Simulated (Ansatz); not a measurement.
Run this with the Ansatz DFT code, driven from Python and show what comes out.

Script `run_md.py`:
```python
'''Short molecular dynamics of Mg3GaO4.'''

import json
import warnings

import ansatz as az
import numpy as np


def main() -> None:
    warnings.simplefilter('ignore', az.DeckWarning)

    crystal = (
        az.Lattice.cubic(4.36349)
        .space_group(221)
        .atom('Mg', [0.0, 0.5, 0.5])
        .atom('Ga', [0.0, 0.0, 0.0])
        .atom('O', [0.5, 0.0, 0.0])
        .atom('O', [0.5, 0.5, 0.5])
    )

    # a coarse mesh keeps each step cheap
    base = (
        crystal.calculation()
        .functional('LDA')
        .pseudopotentials('nc')
        .kpoints(density=1.2)
        .occupations(az.OccupationsMethod.METHFESSEL_PAXTON, width=0.02)
        .scf(max_iterations=80, algorithm='direct_min')
        .md('nvt_langevin', timestep=2.0, steps=25, temperature=500, friction=0.005, initial_velocities='maxwell_boltzmann', seed=22)
    )
    done = base.run(threads=1, pin='off', events_out='stream.ndjson')
    with open('stream.ndjson') as stream:
        events = [json.loads(line) for line in stream]
    steps = [e['data'] for e in events if e['event'] == 'md_step']
    rep = done.report

    for s in steps[::2]:
        print('%3d %7.1f fs  total %.4f eV  T %6.1f K' % (s['step'], s['time_fs'], s['lagrangian_ev'] + s['e_kin_ev'], s['temperature_k']))

    temperature = np.array([s['temperature_k'] for s in steps])
    print(f'mean temperature of the second half {temperature[len(steps) // 2 :].mean():.1f} K')

    with open('trajectory.xyz', 'w') as handle:
        for s in steps[::5]:
            handle.write(f'{len(s["positions_ang"])}\nt = {s["time_fs"]} fs\n')
            for site, xyz in zip(done.lattice.sites, s['positions_ang']):
                handle.write('{} {:.4f} {:.4f} {:.4f}\n'.format(site.symbol, *xyz))

    track = np.array([s['positions_ang'] for s in steps])
    names = np.array([site.symbol for site in done.lattice.sites])
    for name in sorted(set(names)):
        msd = ((track[:, names == name] - track[0, names == name]) ** 2).sum(axis=2).mean(axis=1)
        print(f'mean square displacement of {name} (A^2):', np.round(msd[:: max(len(msd) // 6, 1)], 4))


if __name__ == '__main__':
    main()
```

```console
$ python run_md.py
  0     0.0 fs  total -8723.3857 eV  T  437.5 K
  2     4.0 fs  total -8723.3257 eV  T  477.8 K
  4     8.0 fs  total -8723.2923 eV  T  454.4 K
  6    12.0 fs  total -8723.2724 eV  T  387.1 K
  8    16.0 fs  total -8723.2760 eV  T  280.6 K
 10    20.0 fs  total -8723.2947 eV  T  175.5 K
 12    24.0 fs  total -8723.2689 eV  T  146.8 K
 14    28.0 fs  total -8723.2671 eV  T  126.7 K
 16    32.0 fs  total -8723.2271 eV  T  172.8 K
 18    36.0 fs  total -8723.2342 eV  T  202.7 K
 20    40.0 fs  total -8723.1964 eV  T  296.2 K
 22    44.0 fs  total -8723.1930 eV  T  363.2 K
 24    48.0 fs  total -8723.1906 eV  T  410.1 K
mean temperature of the second half 261.9 K
mean square displacement of Ga (A^2): [0.     0.0003 0.0012 0.0024 0.0035 0.0056 0.0082]
mean square displacement of Mg (A^2): [0.     0.0045 0.0162 0.0251 0.0258 0.0203 0.0146]
mean square displacement of O (A^2): [0.     0.0036 0.0125 0.0226 0.0302 0.0321 0.0293]
```

File `trajectory.xyz` afterwards:
```text
8
t = 0.0 fs
Mg 0.0000 2.1817 2.1817
Mg 2.1817 0.0000 2.1817
Mg 2.1817 2.1817 0.0000
Ga 0.0000 0.0000 0.0000
O 2.1817 0.0000 0.0000
O 0.0000 0.0000 2.1817
O 0.0000 2.1817 0.0000
O 2.1817 2.1817 2.1817
8
t = 10.0 fs
Mg -0.0169 2.2816 2.2118
Mg 2.1560 -0.0924 2.1752
Mg 2.1789 2.2027 -0.0046
Ga -0.0038 0.0202 -0.0004
O 2.2235 -0.0817 -0.0045
O -0.0144 -0.0434 2.2743
O -0.0096 2.1818 -0.0475
O 2.1959 2.1799 2.1651
8
t = 20.0 fs
Mg -0.0393 2.3534 2.2122
Mg 2.1237 -0.1668 2.1622
Mg 2.1789 2.2182 -0.0035
Ga -0.0160 0.0396 -0.0001
O 2.2772 -0.1308 -0.0027
O -0.0157 -0.0587 2.3664
O -0.0141 2.1837 -0.0733
O 2.1906 2.1888 2.1529
8
t = 30.0 fs
Mg -0.0598 2.3533 2.1926
Mg 2.1075 -0.1936 2.1411
Mg 2.1626 2.2057 -0.0140
Ga -0.0310 0.0466 -0.0014
O 2.3304 -0.1389 -0.0027
O -0.0003 -0.0313 2.4405
O -0.0220 2.1775 -0.0710
O 2.1703 2.1981 2.1627
8
t = 40.0 fs
Mg -0.0777 2.3054 2.1698
Mg 2.0993 -0.1667 2.1292
Mg 2.1373 2.1697 -0.0094
Ga -0.0559 0.0495 0.0062
O 2.3519 -0.0951 0.0285
O 0.0544 0.0217 2.4673
O -0.0179 2.1631 -0.0507
O 2.1523 2.2069 2.1898
8
t = 50.0 fs
Mg -0.0872 2.2419 2.1567
Mg 2.1022 -0.1018 2.1281
Mg 2.1035 2.1217 -0.0036
Ga -0.0716 0.0572 0.0201
O 2.3450 -0.0072 0.0922
O 0.1023 0.0727 2.4234
O -0.0161 2.1520 0.0187
O 2.1425 2.2155 2.2078
```

What to keep in mind:
- These settings explore the input space; cutoff and mesh may be short of convergence.
- The cell holds an odd number of electrons and is run without spin, so a magnetic state may lie lower.
- For a metal this mesh is far too coarse, so the numbers only illustrate the procedure.
- This cell is a computed structure, which may not be the phase found in nature.
- A small cell, a coarse mesh and a very short run: it shows the set-up and gives no equilibrium averages.
- Hardware and time: 3.1 min on 1 thread of Arm Neoverse V1, with other jobs on the host, peak memory 0.59 GiB.
